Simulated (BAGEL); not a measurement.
# CH4OZn (SMILES C[O][ZnH]) at HF/6-31G(d) (density fitting with qzvpp-jkfit, spherical functions)

What is the vertical singlet–triplet gap of CH4OZn at HF/6-31G* (density fitting with qzvpp-jkfit, spherical functions)? 

Program for the calculation: BAGEL 1.2.2.

5 further runs of the same task are left out: 4 that didn't finish, 1 set aside as unsound or not needed.

## Step 1: The molecule

CH4OZn: 7 atoms, total charge 0, spin state singlet. As SMILES, `C[O][ZnH]`. The coordinates come from a PBE0-D4/def2-TZVP relaxation.

Bond lengths: C1–O2 1.396 Å, O2–Zn3 1.770 Å, C1–H4 1.096 Å, C1–H5 1.099 Å, C1–H6 1.099 Å, Zn3–H7 1.513 Å. Angles: C1–O2–Zn3 130.2°, O2–C1–H4 109.1°, O2–C1–H5 112.8°, O2–C1–H6 112.7°, O2–Zn3–H7 175.1°, H4–C1–H5 107.2°, H4–C1–H6 107.2°, H5–C1–H6 107.5°.

## Step 2: The energy at HF/6-31G(d) (density fitting with qzvpp-jkfit, spherical functions)

The input, job.json:

```json
{ "bagel" : [

{
  "title" : "molecule",
  "basis" : "6-31gs.json",
  "df_basis" : "qzvpp-jkfit",
  "angstrom" : "true",
  "geometry" : [
    { "atom" : "C", "xyz" : [   -0.725300,    0.742600,   -0.153800 ] },
    { "atom" : "O", "xyz" : [    0.030000,   -0.322900,   -0.646100 ] },
    { "atom" : "Zn", "xyz" : [    1.247400,   -1.326800,    0.154800 ] },
    { "atom" : "H", "xyz" : [   -1.371200,    1.123300,   -0.953700 ] },
    { "atom" : "H", "xyz" : [   -0.104100,    1.581700,    0.189700 ] },
    { "atom" : "H", "xyz" : [   -1.378300,    0.450700,    0.680600 ] },
    { "atom" : "H", "xyz" : [    2.301600,   -2.248700,    0.728500 ] }
  ]
},
{
  "title" : "hf"
},
{
  "title" : "print",
  "file" : "orbitals.molden",
  "orbitals" : "true"
}

]}
```

The basis set 6-31G* is read from a file made from the Basis Set Exchange's data (not shown).

Run with:

```console
$ BAGEL_NUM_THREADS=1 BAGEL job.json > job.out
```

Standard output:

```text
* using 1 threads per process

  ===============================================================
  ===============================================================

  *** Geometry ***

  { "atom" : "C", "xyz" : [     -1.370618,      1.403311,     -0.290640 ] },
  { "atom" : "O", "xyz" : [      0.056692,     -0.610193,     -1.220952 ] },
  { "atom" : "Zn", "xyz" : [      2.357244,     -2.507289,      0.292530 ] },
  { "atom" : "H", "xyz" : [     -2.591192,      2.122729,     -1.802232 ] },
  { "atom" : "H", "xyz" : [     -0.196720,      2.988980,      0.358481 ] },
  { "atom" : "H", "xyz" : [     -2.604610,      0.851700,      1.286148 ] },
  { "atom" : "H", "xyz" : [      4.349394,     -4.249427,      1.376665 ] },

  Number of auxiliary basis functions:      488

  Since a DF basis is specified, we compute 2- and 3-index integrals:
    o Being stored without compression. Storage requirement is 0.019 GB

  Number of basis functions:       70
  Number of electrons      :       48

    * METHOD: MOLECULE                             0.42

  *** RHF ***

  === Nuclear Repulsion ===
   165.7678019953

      * DIIS with orbital gradients will be used.

  === RHF iteration (6-31gs.json) ===
      0      -1892.33336980          0.02190756           0.09
      1      -1892.42438950          0.01763245           0.08
      2      -1892.52401782          0.00156085           0.08
      3      -1892.52544464          0.00039287           0.08
      4      -1892.52551485          0.00014078           0.09
      5      -1892.52552538          0.00004194           0.08
      6      -1892.52552673          0.00002010           0.08
      7      -1892.52552707          0.00000382           0.08
      8      -1892.52552709          0.00000167           0.08
      9      -1892.52552709          0.00000058           0.08
     10      -1892.52552709          0.00000021           0.08
     11      -1892.52552709          0.00000011           0.08
     12      -1892.52552709          0.00000004           0.08
     13      -1892.52552709          0.00000002           0.08
     14      -1892.52552709          0.00000001           0.08
    * SCF iteration converged.

    * Permanent dipole moment:
           (   -0.142254,    -0.061172,    -0.493988) a.u.

    * METHOD: HF                                   1.56

    * METHOD: PRINT                                0.03

  ===============================================================
```

It took 2.2 s on 1 thread of Arm Neoverse N1, shared host; peak memory 0.1 GiB.

## Step 3: The triplet, same level

The input, hf.json:

```json
{ "bagel" : [

{
  "title" : "molecule",
  "basis" : "6-31gs.json",
  "df_basis" : "qzvpp-jkfit",
  "angstrom" : true,
  "geometry" : [
    { "atom" : "C", "xyz" : [      -0.725300,       0.742600,      -0.153800 ] },
    { "atom" : "O", "xyz" : [       0.030000,      -0.322900,      -0.646100 ] },
    { "atom" : "Zn", "xyz" : [       1.247400,      -1.326800,       0.154800 ] },
    { "atom" : "H", "xyz" : [      -1.371200,       1.123300,      -0.953700 ] },
    { "atom" : "H", "xyz" : [      -0.104100,       1.581700,       0.189700 ] },
    { "atom" : "H", "xyz" : [      -1.378300,       0.450700,       0.680600 ] },
    { "atom" : "H", "xyz" : [       2.301600,      -2.248700,       0.728500 ] }
  ]
},

{
  "title" : "uhf",
  "nopen" : 2
},

{
  "title" : "print",
  "file" : "orbitals.molden",
  "orbitals" : true
}

]}
```

The basis set 6-31G* is read from a file made from the Basis Set Exchange's data (not shown).

Run with:

```console
$ BAGEL_NUM_THREADS=1 BAGEL hf.json > hf.out
```

Standard output:

```text
* using 1 threads per process

  ===============================================================
  ===============================================================

  *** Geometry ***

  { "atom" : "C", "xyz" : [     -1.370618,      1.403311,     -0.290640 ] },
  { "atom" : "O", "xyz" : [      0.056692,     -0.610193,     -1.220952 ] },
  { "atom" : "Zn", "xyz" : [      2.357244,     -2.507289,      0.292530 ] },
  { "atom" : "H", "xyz" : [     -2.591192,      2.122729,     -1.802232 ] },
  { "atom" : "H", "xyz" : [     -0.196720,      2.988980,      0.358481 ] },
  { "atom" : "H", "xyz" : [     -2.604610,      0.851700,      1.286148 ] },
  { "atom" : "H", "xyz" : [      4.349394,     -4.249427,      1.376665 ] },

  Number of auxiliary basis functions:      488

  Since a DF basis is specified, we compute 2- and 3-index integrals:
    o Being stored without compression. Storage requirement is 0.019 GB

  Number of basis functions:       70
  Number of electrons      :       48

    * METHOD: MOLECULE                             0.41

  *** Open-shell HF ***

  === Nuclear Repulsion ===
   165.7678019953

      * DIIS with orbital gradients will be used.

  === UHF iteration (6-31gs.json) ===
      0      -1892.05632859          0.04073704           0.16
      1      -1892.08658425          0.04763844           0.16
      2      -1892.10429391          0.04235069           0.16
      3      -1892.29313691          0.00531098           0.16
      4      -1892.30779612          0.00416681           0.16
      5      -1892.31488297          0.00382106           0.16
      6      -1892.32750571          0.00273655           0.16
      7      -1892.33799888          0.00101207           0.16
      8      -1892.33926304          0.00115857           0.16
      9      -1892.34057235          0.00057969           0.16
     10      -1892.34138375          0.00099593           0.16
     11      -1892.34236825          0.00029345           0.16
     12      -1892.34265034          0.00015927           0.16
     13      -1892.34280668          0.00010994           0.16
     14      -1892.34284958          0.00007048           0.16
     15      -1892.34287481          0.00004614           0.16
     16      -1892.34288144          0.00002901           0.16
     17      -1892.34288196          0.00001700           0.16
     18      -1892.34288312          0.00000612           0.16
     19      -1892.34288318          0.00000435           0.16
     20      -1892.34288322          0.00000367           0.16
     21      -1892.34288324          0.00000350           0.16
     22      -1892.34288325          0.00000352           0.16
     23      -1892.34288325          0.00000351           0.16
     24      -1892.34288325          0.00000352           0.16
     25      -1892.34288325          0.00000350           0.16
     26      -1892.34288323          0.00000346           0.16
     27      -1892.34288323          0.00000345           0.16
     28      -1892.34288322          0.00000342           0.16
     29      -1892.34288322          0.00000335           0.16
     30      -1892.34288319          0.00000317           0.16
     31      -1892.34288316          0.00000299           0.16
     32      -1892.34288314          0.00000280           0.16
     33      -1892.34288313          0.00000269           0.16
     34      -1892.34288311          0.00000252           0.16
     35      -1892.34288311          0.00000240           0.16
     36      -1892.34288310          0.00000231           0.16
     37      -1892.34288308          0.00000206           0.16
     38      -1892.34288302          0.00000111           0.16
     39      -1892.34288301          0.00000089           0.16
     40      -1892.34288300          0.00000065           0.16
     41      -1892.34288300          0.00000044           0.17
     42      -1892.34288300          0.00000037           0.17
     43      -1892.34288300          0.00000032           0.19
     44      -1892.34288300          0.00000023           0.16
     45      -1892.34288300          0.00000020           0.16
     46      -1892.34288300          0.00000019           0.16
     47      -1892.34288300          0.00000017           0.16
     48      -1892.34288300          0.00000016           0.16
     49      -1892.34288300          0.00000016           0.16
     50      -1892.34288300          0.00000016           0.16
     51      -1892.34288300          0.00000016           0.16
     52      -1892.34288300          0.00000016           0.16
     53      -1892.34288300          0.00000016           0.16
     54      -1892.34288300          0.00000015           0.16
     55      -1892.34288300          0.00000012           0.16
     56      -1892.34288300          0.00000007           0.16
     57      -1892.34288300          0.00000004           0.16
     58      -1892.34288300          0.00000003           0.16
     59      -1892.34288300          0.00000002           0.16
     60      -1892.34288300          0.00000002           0.16
     61      -1892.34288300          0.00000001           0.16
     62      -1892.34288300          0.00000001           0.16
     63      -1892.34288300          0.00000001           0.16
    * SCF iteration converged.

    * S^2 (UHF) is 2.0108

    * Permanent dipole moment:
           (    1.560209,    -1.054457,     1.552719) a.u.

    * METHOD: UHF                                 10.70

    * METHOD: PRINT                                0.02

  ===============================================================
```

Wall time 11 s (1 thread of Arm Neoverse N1, shared host); peak memory 0.1 GiB.

## Step 4: Results

Level: HF/6-31G* (density fitting with qzvpp-jkfit, spherical functions).

| quantity | value |
| --- | --- |
| singlet: total energy | -1892.52553 Eh |
| singlet: dipole moment | 1.32 D |
| singlet: HOMO energy | -10.90 eV |
| singlet: LUMO energy | 1.96 eV |
| singlet: HOMO–LUMO gap | 12.87 eV |
| triplet: total energy | -1892.34288 Eh |
| triplet: dipole moment | 6.20 D |
| triplet: ⟨S²⟩ | 2.011 |
| vertical energy of the triplet above the singlet | 4.970 eV |

**Reading.** At this shape the triplet lies 4.97 eV (480 kJ/mol) above the singlet.
